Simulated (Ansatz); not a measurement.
# Ga3 (doublet): the correlation ladder, cc-pVTZ

The task here is to estimate one member of a computed series from the others.

Method: cc-pVTZ, core rule «outside noble gas», up to 42 orbitals frozen; program: Ansatz 0.2.0, Gaussian basis.

To be run: UHF; CCSD(T) on ROHF; CCSD(T) on UHF; BCCD(T) on ROHF; CCSDT(Q) on ROHF; CCSDT(Q) on UHF; CASSCF and MRCISD+Q, 9 electrons in 12 orbitals; CASSCF and NEVPT2, 9 electrons in 12 orbitals.

5 further runs of the same task are left out: 5 set aside as unsound or not needed. Runs told in other sessions of the task aren't counted.

**The geometry**

The geometry is a PBE0/def2-TZVP stationary point (not a proven minimum) of the parent state, kept for this charge and spin. No spin-orbit coupling is included. The filled d shell of Ga may be among the frozen orbitals whatever the setting's name suggests.

3 atoms, charge 0, spin multiplicity 2.

Atoms are counted from 1 here; the program's logs count them from 0.

Bond lengths: Ga1–Ga2 2.566 Å, Ga2–Ga3 2.566 Å. Angles: Ga1–Ga2–Ga3 73.6°.

Set-up of the first run:

The input, in.yaml:

```yaml
crystal:
  periodic: [false, false, false]
  atoms:
    - {symbol: Ga, position_ang: [0.000000, -0.685100, -1.536400]}
    - {symbol: Ga, position_ang: [0.000000, 1.370200, 0.000000]}
    - {symbol: Ga, position_ang: [0.000000, -0.685100, 1.536400]}
basis:
  gaussian: {orbitals: cc-pVTZ}
magnetization: {spin_polarized: true, initial_magnetization: 1}
hamiltonian: {xc: hf}
output: {orbitals: {seedname: orbitals}}
```

The run is started by

```sh
> ansatz run in.yaml --threads 1 --pin off --events-out ev --progress --plain --max-ram 4096MiB --backend cpu
```

Among the steps run: UHF; CCSD(T) on ROHF; CCSD(T) on UHF; BCCD(T) on ROHF; CCSDT(Q) on ROHF; CCSDT(Q) on UHF; CASSCF and MRCISD+Q, 9 electrons in 12 orbitals; CASSCF and NEVPT2, 9 electrons in 12 orbitals.

One table of the session follows, with a row left open; its other results are not shown here.

It belongs to the step «Misses and costs». 

```
          method  from RCCSDT(Q) (kcal/mol)
            RMP2                     +26.58
            UMP2                     +28.82
           RCCSD                     +13.07
           UCCSD                     +12.75
        RCCSD(T)                      +2.20
        UCCSD(T)                      +2.22
         BCCD(T)                      +2.15
          RCCSDT                          ?
          UCCSDT                      +1.17
       RCCSDT(Q)                          0
       UCCSDT(Q)                      -0.16
  CASSCF valence                     +68.78
  NEVPT2 valence                     +15.27
  MRCISD valence                      +6.30
MRCISD+Q valence                      +1.05
```

Q: Estimate the row for RCCSDT from the others.

The run gave: from RCCSDT(Q) (kcal/mol): +1.29. In the column «from RCCSDT(Q) (kcal/mol)» it lies between UCCSDT (+1.17) and BCCD(T) (+2.15).

Left out of the table: ROHF, UHF (another determinant or state than the rows shown).

Limits of these values: The determinant of HF (⟨S²⟩ 1.82) is far from a pure spin state, so its energy mixes those of several spin states; that is harmless only where they are near-degenerate. Warnings: spin contamination; coupled cluster took another determinant than the lowest. Restricted and unrestricted rows rest on different reference determinants; a gap between their highest levels can come from leftover correlation error, from unlike frozen cores or from another state.
